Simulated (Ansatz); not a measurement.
**C6H3F3: basis-set convergence**

One table from this session's results is given with a row withheld; the runs are named, their logs left out.

Computed with Ansatz 0.2.0, Gaussian basis. Level: one geometry, several basis sets.

Levels to be run: PBE0-D4/def2-SVP; ωB97M-V/def2-SVP; PBE0-D4/def2-QZVPP; ωB97M-V/def2-QZVPP; the functionals' def2-TZVPP values are taken from earlier runs.

## The relaxed structure

All runs share one geometry, relaxed beforehand with PBE0-D4 in a triple-zeta def2 set.

SMILES `Fc1ccc(F)c(F)c1`, 12 atoms, charge 0, spin multiplicity 1.

Atoms are counted from 1 here; the program's logs count them from 0.

Bond lengths: F1–C2 1.336 Å, C2–C3 1.380 Å, C2–C9 1.382 Å, C3–C4 1.387 Å, C3–H10 1.082 Å, C4–C5 1.379 Å, C4–H11 1.083 Å, C5–F6 1.332 Å, C5–C7 1.387 Å, C7–F8 1.329 Å, C7–C9 1.380 Å, C9–H12 1.082 Å. Angles: F1–C2–C3 119.2°, F1–C2–C9 118.4°, C3–C2–C9 122.3°, C2–C3–C4 118.7°, C2–C3–H10 119.9°, C4–C3–H10 121.4°, C3–C4–C5 120.0°, C3–C4–H11 121.2°, C5–C4–H11 118.8°, C4–C5–F6 120.6°, C4–C5–C7 120.2°, F6–C5–C7 119.3°, C5–C7–F8 119.3°, C5–C7–C9 120.8°, F8–C7–C9 119.9°, C2–C9–C7 118.0°, C2–C9–H12 121.4°, C7–C9–H12 120.6°.

Set-up of the first run:

Contents of in.yaml:

```yaml
crystal:
  periodic: [false, false, false]
  atoms:
    - {symbol: F, position_ang: [2.493890, -0.690732, 0.830002]}
    - {symbol: C, position_ang: [1.272406, -0.346846, 0.410803]}
    - {symbol: C, position_ang: [1.134105, 0.312060, -0.793874]}
    - {symbol: C, position_ang: [-0.139166, 0.663615, -1.217917]}
    - {symbol: C, position_ang: [-1.235179, 0.354170, -0.440478]}
    - {symbol: F, position_ang: [-2.462863, 0.686329, -0.836630]}
    - {symbol: C, position_ang: [-1.068625, -0.308645, 0.766349]}
    - {symbol: F, position_ang: [-2.136826, -0.598445, 1.502061]}
    - {symbol: C, position_ang: [0.188813, -0.667544, 1.206991]}
    - {symbol: H, position_ang: [2.009339, 0.543856, -1.386111]}
    - {symbol: H, position_ang: [-0.294223, 1.181417, -2.156142]}
    - {symbol: H, position_ang: [0.315327, -1.184535, 2.148945]}
basis:
  gaussian: {orbitals: def2-SVP}
hamiltonian: {xc: pbe0, dispersion: d4}
output: {orbitals: {seedname: orbitals}}
```

Run with:

```
ansatz run in.yaml --threads 4 --pin off --events-out ev --progress --plain --max-ram 11315MiB
```

Among the steps run: PBE0-D4 in def2-SVP; ωB97M-V in def2-SVP; PBE0-D4 in def2-QZVPP; ωB97M-V in def2-QZVPP.

One of the session's tables, all rows but one given; the rest of the session is left out.

It belongs to the step «Density functionals: the series». 

```
functional       basis  HOMO (eV)
   PBE0-D4    def2-SVP          ?
   PBE0-D4  def2-TZVPP      -7.30
   PBE0-D4  def2-QZVPP      -7.33
   ωB97M-V    def2-SVP      -9.32
   ωB97M-V  def2-TZVPP      -9.38
   ωB97M-V  def2-QZVPP      -9.42
```

**Question.** Estimate the row for PBE0-D4, def2-SVP.

As computed: HOMO (eV): -7.27. In the column «HOMO (eV)» it is the highest.
